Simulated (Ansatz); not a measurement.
This script drives Ansatz 0.2.0, Python API.

`run_scan.py`:
```python
# -*- coding: utf-8 -*-
"""Potential curve of C2H4GeN along one bond."""

import ansatz as az
import numpy as np

BASIS_SET = "def2-SVP"
FUNCTIONAL = "r2scan0"

GEOMETRY = """
C     2.52400   -0.42420    1.60540
C     1.48150   -0.02170    1.00800
Ge   -0.10380    0.54840    0.07580
N    -0.96800   -0.93460   -0.46700
H     0.33870    1.37840   -1.16590
H    -0.94460    1.42550    1.03440
H    -0.41210   -1.45920   -1.13810
H    -1.82340   -0.56960   -1.00840
"""


def main():
    molecule = az.Crystal.molecule()
    for line in GEOMETRY.strip().splitlines():
        symbol, *xyz = line.split()
        molecule = molecule.atom(symbol, [float(v) for v in xyz])

    symbols = [site.symbol for site in molecule.cartesian_sites]
    start = np.array([site.position_ang for site in molecule.cartesian_sites])
    axis = (start[7] - start[3]) / np.linalg.norm(start[7] - start[3])
    moving = [7]
    lengths, energies = [0.91, 0.99, 1.08, 1.18, 1.35, 1.61, 1.94, 2.37], []
    for length in lengths:
        xyz = start.copy()
        xyz[moving] += (length - np.linalg.norm(start[7] - start[3])) * axis
        point = az.Crystal.molecule()
        for symbol, place in zip(symbols, xyz):
            point = point.atom(symbol, place.tolist())
        setup = (
            point.calculation()
            .basis(gaussian=BASIS_SET)
            .functional(FUNCTIONAL)
            .spin("collinear", total=1)
        )
        rep = setup.run().report
        energies.append(rep["free_energy_ev"])
        print(f"r = {length:6.3f} A  E = {energies[-1]:.5f} eV  <S^2> = {abs(rep['mean_field']['state']['spin_squared']):.3f}")

    print("energy above the lowest point (eV):", [round(e - min(energies), 3) for e in energies])


if __name__ == "__main__":
    main()
```

It is started by `python run_scan.py`. Estimate its wall time and peak memory on 1 thread of Arm Neoverse V1, on a shared host.

It took about 3.7 min, with a peak of 0.38 GiB, for 8 runs of the engine.

```console
$ python run_scan.py
r =  0.910 A  E = -60128.77048 eV  <S^2> = 0.863
r =  0.990 A  E = -60129.08204 eV  <S^2> = 0.863
r =  1.080 A  E = -60129.02241 eV  <S^2> = 0.863
r =  1.180 A  E = -60128.67046 eV  <S^2> = 0.863
r =  1.350 A  E = -60127.77473 eV  <S^2> = 0.863
r =  1.610 A  E = -60126.30089 eV  <S^2> = 0.863
r =  1.940 A  E = -60125.09173 eV  <S^2> = 1.429
r =  2.370 A  E = -60124.59014 eV  <S^2> = 1.747
energy above the lowest point (eV): [0.312, 0.0, 0.06, 0.412, 1.307, 2.781, 3.99, 4.492]
```

Notes:
- Total energies depend on the basis set; only differences at equal settings carry meaning.
- The rest of the molecule is held rigid at a force-field or estimated start geometry, and the basis set is modest; single-reference methods fail as a bond breaks.
- The run takes the species as open-shell (spin multiplicity 2), which needn't be its ground state.
- The expectation value of S² is noticeably off S(S+1) in at least one run, so that state is spin-contaminated.
